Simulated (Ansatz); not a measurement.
# BrH2InO: how energies converge with the basis set

An exercise on one series of results from a longer session: the logs are not shown, and one member is left open.

Program: Ansatz 0.2.0, Gaussian basis. Level of theory: one geometry, several basis sets. These are calculated values, not measurements.

Levels to be run: PBE0-D4/def2-SVP; ωB97M-V/def2-SVP; PBE0-D4/def2-QZVPP; ωB97M-V/def2-QZVPP; the functionals' def2-TZVPP values are taken from earlier runs.

## The geometry

All runs share one geometry, relaxed beforehand with PBE0-D4 in a triple-zeta def2 set. In takes the def2 core potential; no spin-orbit term is included.

SMILES `[OH][InH][Br]`, 5 atoms, charge 0, spin multiplicity 1.

Atoms are counted from 1 here; the program's logs count them from 0.

Bond lengths: O1–In2 1.973 Å, O1–H4 0.960 Å, In2–Br3 2.454 Å, In2–H5 1.701 Å. Angles: In2–O1–H4 113.2°, O1–In2–Br3 109.4°, O1–In2–H5 127.1°, Br3–In2–H5 123.4°.

Geometry (Å):

```xyz
5

O    -1.30900   -0.52916   -0.42769
In    0.44833    0.17657    0.12548
Br    1.76059   -1.62108    1.15888
H    -1.86993    0.13229   -0.84043
H     1.01981    1.76768   -0.05775
```

The first run:

Input file in.yaml:

```yaml
crystal:
  periodic: [false, false, false]
  atoms:
    - {symbol: O, position_ang: [-1.309001, -0.529158, -0.427687]}
    - {symbol: In, position_ang: [0.448333, 0.176566, 0.125482]}
    - {symbol: Br, position_ang: [1.760588, -1.621075, 1.158883]}
    - {symbol: H, position_ang: [-1.869932, 0.132287, -0.840426]}
    - {symbol: H, position_ang: [1.019812, 1.767681, -0.057751]}
basis:
  gaussian: {orbitals: def2-SVP}
hamiltonian: {xc: pbe0, dispersion: d4}
output: {orbitals: {seedname: orbitals}}
```

Steps of the session up to this table: PBE0-D4 in def2-SVP; ωB97M-V in def2-SVP; PBE0-D4 in def2-QZVPP; ωB97M-V in def2-QZVPP.

One of the session's tables, all rows but one given; the rest of the session is left out.

It belongs to the step «Density functionals: the series». 

```
functional       basis  HOMO (eV)  LUMO (eV)
   PBE0-D4    def2-SVP      -8.02      -1.41
   PBE0-D4  def2-TZVPP      -8.16      -1.55
   PBE0-D4  def2-QZVPP      -8.19      -1.58
   ωB97M-V    def2-SVP          ?          ?
   ωB97M-V  def2-TZVPP     -10.38      -0.05
   ωB97M-V  def2-QZVPP     -10.41      -0.13
```

Q: Estimate the row for ωB97M-V, def2-SVP from the others.

The run gave: HOMO (eV): -10.20; LUMO (eV): 0.22. In the column «HOMO (eV)» it lies between ωB97M-V, def2-TZVPP (-10.38) and PBE0-D4, def2-QZVPP (-8.19).
